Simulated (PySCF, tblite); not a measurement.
# C5H13NOSi2: geometry, infrared bands and NMR shifts

What infrared bands and NMR shifts should C5H13NOSi2 (`C#C[SiH2]O[Si](C)(C)NC`) show?

Programs: tblite 0.8.0 and PySCF 2.14.0, with density-fitted response routines of our own. Each step states its level of theory. These are calculated values for one molecule in the gas phase, unless marked as measured. Atoms are numbered from 0 throughout.

## Step 1: The starting structure

22 atoms, charge 0, multiplicity 1; geometry from: force field or distance geometry start.

Bonds of the start (Å): C0–C1 1.24, C1–Si2 1.80, Si2–O3 1.70, O3–Si4 1.70, Si4–C5 1.85, Si4–C6 1.89, Si4–N7 1.77, N7–C8 1.43, C0–H9 1.06, Si2–H10 1.49, Si2–H11 1.47, C5–H12 1.10, C5–H13 1.12, C5–H14 1.09, C6–H15 1.10, C6–H16 1.12, C6–H17 1.13, N7–H18 1.03, C8–H19 1.11, C8–H20 1.14, C8–H21 1.09.

## Step 2: Relaxing the molecule with GFN2-xTB

What the job is given:

```
{"job": {"kind": "relax", "xc": "GFN2-xTB", "basis": "xTB"}, "charge": 0, "multiplicity": 1}
C      3.769500    -0.008800     1.025900
C      3.008100     0.600100     0.263900
Si     1.918800     1.499400    -0.849800
O      0.359100     1.612100    -0.173300
Si    -0.535300     0.162100    -0.196700
C      0.304700    -1.128400     0.827300
C     -0.688800    -0.459700    -1.970000
N     -2.170800     0.585700     0.336900
C     -2.674200    -0.255200     1.379600
H      4.394000    -0.538900     1.696100
H      2.391900     2.900900    -0.987100
H      1.927100     0.942700    -2.209800
H      1.182900    -1.479800     0.262300
H      0.716300    -0.592200     1.724600
H     -0.353800    -1.928300     1.171500
H     -0.756900     0.439400    -2.598400
H      0.238000    -1.022100    -2.252900
H     -1.588900    -1.131400    -2.064200
H     -2.851000     0.686200    -0.426000
H     -3.396400    -1.011300     0.995700
H     -3.311000     0.427500     2.034700
H     -1.893600    -0.681500     2.009000
```

Started as:

```console
> OMP_NUM_THREADS=1 python probes_run.py task.json out
```

The driver reads the jobs from task.json and runs them one after another.

**Question.** This job is followed by: GFN2-xTB harmonic vibrations, gas phase; GIAO PBE0/pcSseg-1 NMR shielding, non-relativistic, gas phase. Predict these results of the whole session: strongest single infrared mode (GFN2-xTB); zero-point energy (GFN2-xTB); 13C shifts against TMS (PBE0/pcSseg-1, means over atoms taken as alike); 1H shifts against TMS (PBE0/pcSseg-1, means over atoms taken as alike); 29Si shifts against TMS (PBE0/pcSseg-1); 17O shifts against H2O (PBE0/pcSseg-1); 15N shifts against NH3 (PBE0/pcSseg-1).

The runs gave:

```
                                                               quantity                             value
                              strongest single infrared mode (GFN2-xTB)             1071 cm⁻¹, 775 km/mol
                                           zero-point energy (GFN2-xTB)                    104.5 kcal/mol
13C shifts against TMS (PBE0/pcSseg-1, means over atoms taken as alike)        102.6, 90.7, 29.5, 1.3 ppm
 1H shifts against TMS (PBE0/pcSseg-1, means over atoms taken as alike)  5.16, 2.66, 1.99, 0.20, 0.16 ppm
                                29Si shifts against TMS (PBE0/pcSseg-1)                   -4.8, -59.2 ppm
                                 17O shifts against H2O (PBE0/pcSseg-1)                          52.6 ppm
                                 15N shifts against NH3 (PBE0/pcSseg-1)                          33.5 ppm
```

The optimisation took 145 steps and gained 1.051 eV; among the close pairs (by a distance rule), Si2–O3 changed most, from 1.704 to 1.616 Å. The lowest mode is imaginary (24i cm⁻¹), so the xTB geometry is not a minimum. The strongest single mode, at 1071 cm⁻¹, moves mainly O3. Unscaled tight-binding wavenumbers are off by several per cent, some by more. Its intensities can rank the bands wrongly. At PBE0/pcSseg-1: The largest span, 293 ppm, is at C1, where the paramagnetic term is -165 ppm.
